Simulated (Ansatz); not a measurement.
Working through a frozen displacement of one atom of TiH, space group P4_2/mmc

Computed with Ansatz's Python interface.

The cells in order, each with its output:

**Cell 1**
```python
import ansatz
import numpy as np
```

**Cell 2**
```python
FUNCTIONAL = "lda"
MESH = (8, 8, 5)
OCCUPATIONS = "fermi_dirac"
WIDTH_EV = 0.1
```

**Cell 3**
```python
vectors = np.array([
    [2.94749, 0.0, 0.0],
    [0.0, 2.94749, 0.0],
    [0.0, 0.0, 4.56814],
])
crystal = (
    ansatz.Lattice.of(vectors)
    .atom("Ti", (0.5, 0.0, 0.5))
    .atom("Ti", (0.0, 0.5, 0.0))
    .atom("H", (0.0, 0.0, 0.25))
    .atom("H", (0.0, 0.0, 0.75))
)
```

**Cell 4**
```python
[site.symbol for site in crystal.resolved().sites]
```
Output:
```text
['Ti', 'Ti', 'H', 'H']
```

**Cell 5**
```python
inverse = np.linalg.inv(np.array(crystal.lattice.vectors))
home = np.array(crystal.sites[0].position)
values = np.linspace(-0.2, 0.2, 5)
energies, pulls = [], []
for shift in values:
    moved = crystal.move(0, to=home + shift * inverse[1])
    base = (
        moved.calculation()
        .functional(FUNCTIONAL)
        .pseudopotentials("paw")
        .kpoints(*MESH)
        .occupations(OCCUPATIONS, width=WIDTH_EV)
        .forces()
    )
    rep = base.run(threads=1, backend="cpu").report
    energies.append(rep["free_energy_ev"])
    pulls.append(rep["forces_ev_ang"][0][1])

print("shift (A)   dE (eV)   force along y (eV/A)")
for shift, e, f in zip(values, energies, pulls):
    print(f"{shift:8.3f} {e - energies[2]:10.5f} {f:12.4f}")
print(f"stiffness from energies {2 * np.polyfit(values, energies, 2)[0]:.3f}, from forces {-np.polyfit(values, pulls, 1)[0]:.3f} eV/A^2")
```
Output:
```text
DeckWarning: basis.ecutwfc = 420 eV, auto-derived from the records' recommended cutoffs: set by Ti (normal level)
shift (A)   dE (eV)   force along y (eV/A)
  -0.200    0.06694       0.6657
  -0.100    0.01681       0.3357
   0.000    0.00000       0.0000
   0.100    0.01681      -0.3357
   0.200    0.06694      -0.6657
stiffness from energies 3.345, from forces 3.334 eV/A^2
```

The curvature of the energy gives 3.345 eV/Å² and the slope of the force 3.334 eV/Å², a positive curvature.

Notes:
- The run is spin-unpolarised.
- For a metal this k-point mesh is coarse: on a finer one energies can move by several to tens of meV an atom and pressures by half a GPa or more, differences at one mesh by less.
- In a metal a curvature from energy changes of a few meV or less hangs on mesh and smearing, in size and even in sign.
- This cell is a computed structure, which may not be the phase found in nature.
- Warnings are shown shortened and without file and line.
- All periodic images of the atom move with it, so the curvature is one diagonal element of the zone-centre force constants and no normal mode; a positive value doesn't exclude soft modes in which several atoms move.
- It ran for 15 s on 1 thread of Arm Neoverse V2 (shared host), peak memory 0.4 GiB.
